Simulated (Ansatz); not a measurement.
# GaPHS (doublet): wave-function methods side by side at distance P1–Ga2 = 4.966 Å, cc-pVDZ

The task here is to estimate one member of a computed series from the others.

Program: Ansatz 0.2.0, Gaussian basis. Level of theory: cc-pVDZ, core rule «outside noble gas», up to 24 orbitals frozen. These are calculated values, not measurements.

To be run: UHF; CCSD(T) on ROHF; CCSD(T) on UHF; BCCD(T) on ROHF; CISD; CCSDT(Q) on ROHF; CCSDT(Q) on UHF; CASSCF and MRCISD+Q, 3 electrons in 3 orbitals; CASSCF and NEVPT2, 3 electrons in 3 orbitals.

49 further runs of the same task are left out: 7 for a known fault of the program, 4 for a mislabelled method, 30 that didn't finish, 8 set aside as unsound or not needed.

## The geometry

The geometry derives from a PBE0/def2-TZVP stationary point (not a proven minimum). One bond is set to the value named and the two fragments are kept rigid. No spin-orbit coupling is included. The filled d shell of Ga may be among the frozen orbitals whatever the setting's name suggests; the logs give the count.

4 atoms, charge 0, spin multiplicity 2.

Atoms are counted from 1 here; the program's logs count them from 0.

Bond lengths: P1–H4 1.428 Å, Ga2–S3 2.019 Å.

As a file:

| atom | x (Å) | y (Å) | z (Å) |
| --- | --- | --- | --- |
| P1 | 0.0000 | -0.4469 | 2.9784 |
| Ga2 | 0.0000 | -0.2724 | -1.9845 |
| S3 | 0.0000 | -0.2611 | -4.0036 |
| H4 | 0.0000 | 0.9804 | 3.0097 |

Set-up of the first run:

The input, in.yaml:

```yaml
crystal:
  periodic: [false, false, false]
  atoms:
    - {symbol: P, position_ang: [-0.000010, -0.446857, 2.978417]}
    - {symbol: Ga, position_ang: [0.000016, -0.272444, -1.984519]}
    - {symbol: S, position_ang: [0.000003, -0.261079, -4.003568]}
    - {symbol: H, position_ang: [-0.000009, 0.980380, 3.009670]}
basis:
  gaussian: {orbitals: cc-pVDZ}
magnetization: {spin_polarized: true, initial_magnetization: 1}
hamiltonian: {xc: hf}
output: {orbitals: {seedname: orbitals}}
```

On the command line:

```sh
$ ansatz run in.yaml --threads 1 --pin off --events-out ev --progress --plain --max-ram 2393MiB
```

Among the steps run: UHF; CCSD(T) on ROHF; CCSD(T) on UHF; BCCD(T) on ROHF; CISD; CCSDT(Q) on ROHF; CCSDT(Q) on UHF; CASSCF and MRCISD+Q, 3 electrons in 3 orbitals; CASSCF and NEVPT2, 3 electrons in 3 orbitals.

One of the session's tables, all rows but one given; the rest of the session is left out.

It belongs to the step «Misses and costs». 

| method | from UCCSDT(Q) (kcal/mol) |
| --- | --- |
| UHF | +189.42 |
| RMP2 | +61.88 |
| UMP2 | ? |
| RCCSD | +9.28 |
| UCCSD | +8.30 |
| RCCSD(T) | -1.05 |
| UCCSD(T) | +1.61 |
| BCCD(T) | +1.90 |
| RCCSDT | +1.01 |
| UCCSDT | +0.61 |
| RCCSDT(Q) | +0.33 |
| UCCSDT(Q) | 0 |
| CASSCF pair | +196.24 |
| NEVPT2 pair | +32.04 |
| MRCISD pair | +30.89 |
| MRCISD+Q pair | +6.02 |

**Question.** Estimate the row for UMP2.

As computed: from UCCSDT(Q) (kcal/mol): +33.94. In the column «from UCCSDT(Q) (kcal/mol)» it lies between NEVPT2 pair (+32.04) and RMP2 (+61.88).

Not comparable, so not listed: CISD (they don't share determinant, frozen orbitals or solution with the rows shown, or repeat one).

Caveats from the session: The determinant is far from a pure spin state, so its energy mixes those of several spin states (harmless only where they are near-degenerate, as at dissociation). The report flags that the cluster equations may have other roots. Left out of the table: ROHF (another determinant or state than the rows shown). The program flags RCCSD(T), BCCD(T), RCCSDT(Q) as in doubt, so those rows may rest on another solution; read them beside their warnings. Restricted and unrestricted rows rest on different reference determinants; where their highest levels disagree by more than a few hundredths of an eV, they describe different states and don't form one ladder.
